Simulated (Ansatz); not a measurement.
# BaMgAsF: properties at the relaxed cell

An exercise on one series of results from a longer session: the logs are not shown, and one member is left open.

Method: DFT PBE, scalar-relativistic, plane waves, PAW, in Ansatz 0.2.0.

**The structure to begin with**

The structure is tetragonal, space group P4/nmm (No. 129). The conventional cell has a = 4.418 Å, b = 4.418 Å, c = 9.687 Å, α = 90.00°, β = 90.00°, γ = 90.00°. Ba (site symmetry 4mm) is surrounded by 4 F at 2.67 Å. As (site symmetry 4mm) is surrounded by 4 Mg at 2.71 Å. Around Mg (site symmetry -4m2) lie 4 As at 2.71 Å. F (site symmetry -4m2) has 4 Ba at 2.67 Å as nearest neighbours.

Coordinates:

```
CELL_PARAMETERS angstrom
4.41763 0.00000 0.00000
0.00000 4.41763 0.00000
0.00000 0.00000 9.68734
ATOMIC_POSITIONS crystal
Ba 0.50000 0.00000 0.15474
Ba 0.00000 0.50000 0.84526
As 0.50000 0.00000 0.66135
As 0.00000 0.50000 0.33865
Mg 0.50000 0.50000 0.50000
Mg 0.00000 0.00000 0.50000
F 0.50000 0.50000 0.00000
F 0.00000 0.00000 0.00000
```

This cell was relaxed beforehand with the same method: volume 23.63 Å³/atom, gap on the mesh 1.57 eV.

The first run:

input.yaml reads:

```yaml
crystal:
  lattice:
    - [4.4176333074, 0.0, 0.0]
    - [0.0, 4.4176333074, 0.0]
    - [0.0, 0.0, 9.6873358226]
  atoms:
    - { symbol: Ba, position: [0.5, 0.0, 0.1547361974] }
    - { symbol: Ba, position: [0.0, 0.5, 0.8452638026] }
    - { symbol: As, position: [0.5, 0.0, 0.6613527585] }
    - { symbol: As, position: [0.0, 0.5, 0.3386472415] }
    - { symbol: Mg, position: [0.5, 0.5, 0.5] }
    - { symbol: Mg, position: [0.0, 0.0, 0.5] }
    - { symbol: F, position: [0.5, 0.5, 0.0] }
    - { symbol: F, position: [0.0, 0.0, 0.0] }
basis:
  ecutwfc: 420
kpoints:
  mp_grid: { grid: [6, 6, 4] }
hamiltonian:
  xc: pbesol
scf:
  occupations: { method: gaussian, width: 0.02 }
output:
  forces: true
  stress: true
  eigenvalues: true
relax:
  adjacent_minimum: "off"
  f_tol: 0.005
  max_steps: 50
  cell: { stress_tol: 0.05 }
```

Run with:

```sh
$ ansatz run input.yaml --threads 4 --pin off --max-ram 10240MiB --backend cpu --events-out ev --progress --plain --runs-dir out
```

Among the steps run: The cell under PBEsol; Relaxing with PBE+D3(BJ); The cell under LDA; The cell under r2SCAN.

One of the session's tables, all rows but one given; the rest of the session is left out.

It belongs to the step «Relaxed cells side by side». 

| functional | a (Å) | b (Å) | c (Å) | volume (Å³/atom) | gap on the mesh (eV) |
| --- | --- | --- | --- | --- | --- |
| PBE | 4.418 | 4.418 | 9.687 | 23.63 | 1.57 |
| PBEsol | 4.364 | 4.364 | 9.467 | 22.54 | 1.49 |
| PBE+D3(BJ) | 4.367 | 4.367 | 9.525 | 22.71 | 1.58 |
| LDA | 4.315 | 4.315 | 9.312 | 21.67 | 1.47 |
| r2SCAN | ? | ? | ? | ? | ? |

**Question.** Estimate the row for r2SCAN.

The run gave: a (Å): 4.397; b (Å): 4.397; c (Å): 9.610; volume (Å³/atom): 23.22; gap on the mesh (eV): 1.96. In the column «a (Å)» it lies between PBE+D3(BJ) (4.367) and PBE (4.418).
